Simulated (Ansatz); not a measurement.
# Ga2O3: the cost of one run

Program: Ansatz 0.2.0. PAW datasets, plane waves. No spin polarisation and no zero-point or thermal motion.

## (1) The cell

The unstrained cell was relaxed with r2SCAN; in each strained cell the atoms were relaxed again with r2SCAN. Names of k-points are those of the unstrained zone, where strain can split equivalent points. First state: no strain.

It is trigonal, R-3c (No. 167); conventional cell a = 4.985 Å, c = 13.442 Å, 9.64 Å³ an atom. Near Ga stand 6 O at 1.93–2.07 Å; near O stand 4 Ga at 1.93–2.07 Å.

Coordinates:

```xyz
10
Lattice="2.4923 1.4389 4.4806 -2.4923 1.4389 4.4806 0.0000 -2.8778 4.4806" Properties=species:S:1:pos:R:3 pbc="T T T"
Ga    0.0000    0.0000   11.4986
Ga    0.0000    0.0000    4.7776
Ga    0.0000    0.0000    1.9434
Ga    0.0000    0.0000    8.6643
O     0.9788   -1.4389    5.6008
O    -1.7355   -0.1282    5.6008
O    -0.9788    1.4389    7.8411
O    -0.7567   -1.5671    7.8411
O     1.7355    0.1282    7.8411
O     0.7567    1.5671    5.6008
```

## (2) No strain: PBE

The input, input.yaml:

```yaml
crystal:
  lattice:
    - [2.492259744, 1.4389068341, 4.4806440197]
    - [-2.492259744, 1.4389068341, 4.4806440197]
    - [0.0, -2.8778136682, 4.4806440197]
  atoms:
    - { symbol: Ga, position: [0.8554260894, 0.8554260894, 0.8554260894] }
    - { symbol: Ga, position: [0.3554260894, 0.3554260894, 0.3554260894] }
    - { symbol: Ga, position: [0.1445739106, 0.1445739106, 0.1445739106] }
    - { symbol: Ga, position: [0.6445739106, 0.6445739106, 0.6445739106] }
    - { symbol: O, position: [0.4463666996, 0.0536333004, 0.75] }
    - { symbol: O, position: [0.0536333004, 0.75, 0.4463666996] }
    - { symbol: O, position: [0.5536333004, 0.9463666996, 0.25] }
    - { symbol: O, position: [0.25, 0.5536333004, 0.9463666996] }
    - { symbol: O, position: [0.9463666996, 0.25, 0.5536333004] }
    - { symbol: O, position: [0.75, 0.4463666996, 0.0536333004] }
kpoints:
  mp_grid: { grid: [6, 6, 6] }
  band_path:
    path:
      - [0.0, 0.0, 0.0]
      - [0.5, 0.5, 0.5]
      - [0.764580087, 0.235419913, 0.5]
      - [0.5, -0.235419913, 0.235419913]
      - [0.5, 0.0, 0.0]
      - [0.3677099565, -0.3677099565, 0.0]
      - [0.6322900435, 0.0, 0.3677099565]
      - [0.5, 0.0, 0.5]
      - [0.0, 0.166667, -0.166667]
    npoints: 1
hamiltonian:
  xc: pbe
scf:
  occupations: { method: fermi_dirac, width: 0.02 }
  n_extra_bands: 6
output:
  forces: true
  stress: true
  eigenvalues: true
```

Run with:

```
$ ansatz run input.yaml --threads 2 --pin off --max-ram 29491MiB --backend cpu --events-out ev --progress --plain --runs-dir out
```

**Question.** How long does this run take on 2 threads of AMD EPYC 7R13 (Zen 3), shared host, and how much memory does it need?

About 4.2 s, with a peak of 0.57 GiB.
